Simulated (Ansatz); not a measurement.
# BH6NOSn, SMILES NB[O][SnH3]: energies of removing a hydrogen

Computed with Ansatz's Python interface.

Typed at the interpreter:
```pycon
>>> import ansatz as az
>>> def energy(molecule, charge=0, unpaired=0):
...     calc = molecule.calculation().basis(gaussian="def2-TZVP").correlation("mp2", electrons="valence")
...     if charge:
...         calc = calc.charge(charge)
...     if unpaired:
...         calc = calc.spin("collinear", total=unpaired)
...     return calc.run(threads=1, backend="cpu").report["free_energy_ev"]
...
>>> def without(molecule, index):
...     rest = az.Crystal.molecule()
...     for i, site in enumerate(molecule.cartesian_sites):
...         if i != index:
...             rest = rest.atom(site.symbol, site.position_ang)
...     return rest
...
>>> system = (
...     az.Crystal.molecule()
...     .atom("N", (-0.3365, 1.9388, 0.2279))
...     .atom("B", (-0.7808, 0.611, 0.7492))
...     .atom("O", (-1.1509, -0.4661, -0.1861))
...     .atom("Sn", (0.6449, -1.4637, -0.4338))
...     .atom("H", (-1.1581, 2.2958, -0.4248))
...     .atom("H", (0.4585, 1.868, -0.3867))
...     .atom("H", (-0.8419, 0.4457, 1.9195))
...     .atom("H", (0.3068, -2.8495, -1.4541))
...     .atom("H", (1.7618, -0.4238, -1.1548))
...     .atom("H", (1.1793, -2.0073, 1.1466))
... )
>>> whole = energy(system, 0)

>>> hydrogen = energy(az.Crystal.molecule().atom("H", (0, 0, 0)), 0, 1)
>>> print(f"E(molecule) = {whole:.5f} eV, E(H) = {hydrogen:.5f} eV")
E(molecule) = -10117.13164 eV, E(H) = -13.60052 eV
>>> for index in [5, 6, 9]:
...     radical = energy(without(system, index), 0, 1)
...     print(f"H{index}: homolysis {96.485332 * (radical + hydrogen - whole):.1f} kJ/mol")
...
H5: homolysis 430.8 kJ/mol
H6: homolysis 432.3 kJ/mol
H9: homolysis 303.7 kJ/mol
```

What to keep in mind:
- The settings weren't tested for convergence.
- The geometry is a force-field or estimated start, not a minimum of this method, and the basis set is short of its limit. All parts are taken at fixed geometry, without zero-point energy.
- def2 sets replace the cores of elements past krypton by effective core potentials.
- The spin-orbit lowering of heavy atoms is left out.
- Finished in 36 s on 1 thread of Intel(R) Xeon(R) Platinum 8375C CPU @ 2.90GHz (Ice Lake) (shared host), peak memory 0.51 GiB.

(Lines on the test bed's own set-up are left out of the output.)
